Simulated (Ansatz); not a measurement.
# BiRh: the crystal squeezed far

An exercise on one series of results from a longer session: the logs are not shown, and one member is left open.

Method: DFT, PBEsol, PAW with Ansatz's default frozen-core files, scalar-relativistic, in Ansatz 0.2.0.

1 further run of the same task is left out (it didn't finish). Runs told in other sessions of the task aren't counted.

**Starting point**

The structure is cubic, space group Fm-3m (No. 225). The conventional cell has a = 5.646 Å, b = 5.646 Å, c = 5.646 Å, α = 90.00°, β = 90.00°, γ = 90.00°. Rh (site symmetry m-3m) is surrounded by 6 Bi at 2.82 Å. Bi (site symmetry m-3m) is surrounded by 6 Rh at 2.82 Å.

As a file:

```
Rh Bi
1.0
     0.00000    2.82287    2.82287
     2.82287    0.00000    2.82287
     2.82287    2.82287    0.00000
Rh Bi
1 1
Direct
  0.00000 0.00000 0.00000
  0.50000 0.50000 0.50000
```

Whether this phase is the stable one at these pressures isn't tested.

Atoms are numbered in the order of the input: Rh1, Bi2.

The first run:

Input file input.yaml:

```yaml
crystal:
  lattice:
    - [0.0, 2.8228695979, 2.8228695979]
    - [2.8228695979, 0.0, 2.8228695979]
    - [2.8228695979, 2.8228695979, 0.0]
  atoms:
    - { symbol: Rh, position: [0.0, 0.0, 0.0] }
    - { symbol: Bi, position: [0.5, 0.5, 0.5] }
kpoints:
  mp_grid: { grid: [12, 12, 12] }
scf:
  occupations: { method: fermi_dirac, width: 0.08 }
hamiltonian:
  xc: pbesol
  pseudopotentials: { kind: paw }
output:
  forces: true
  stress: true
  write_density: true
  write_potential: true
  elf: true
  volumetric_format: npy
relax:
  f_tol: 0.005
  max_steps: 40
  cell: {}
```

Command:

```
> ansatz run input.yaml --threads 1 --pin off --max-ram 2048MiB --backend cpu --events-out ev --progress --plain --runs-dir out
```

Among the steps run: Cell relaxed at zero pressure, PAW; Volume scaled by 1, PAW; Volume scaled by 0.95, PAW; Volume scaled by 0.85, PAW; Volume scaled by 0.75, PAW; Volume scaled by 0.65, PAW; Volume scaled by 0.55, PAW; Volume scaled by 0.45, PAW; Volume scaled by 0.4, PAW; Volume scaled by 0.4, PAW (cutoff 250 eV).

One of the session's tables, all rows but one given; the rest of the session is left out.

```
             method  volume over the first  volume (Å³/atom)  pressure (GPa)
                PAW                      1            20.894            0.02
                PAW                   0.95            19.849            7.12
                PAW                   0.85            17.760           29.86
                PAW                   0.75                 ?               ?
                PAW                   0.65            13.581          154.69
                PAW                   0.55            11.492          323.84
                PAW                   0.45             9.402          702.98
                PAW                    0.4             8.358         1054.50
PAW (cutoff 250 eV)                    0.4             8.358         1076.69
```

**Question.** Estimate the row for PAW, 0.75.

**Answer.** volume (Å³/atom): 15.671; pressure (GPa): 72.37. In the column «volume (Å³/atom)» it lies between PAW, 0.65 (13.581) and PAW, 0.85 (17.760).

Caveats from the session: Warnings in the runs' records: cutoff below recommended.
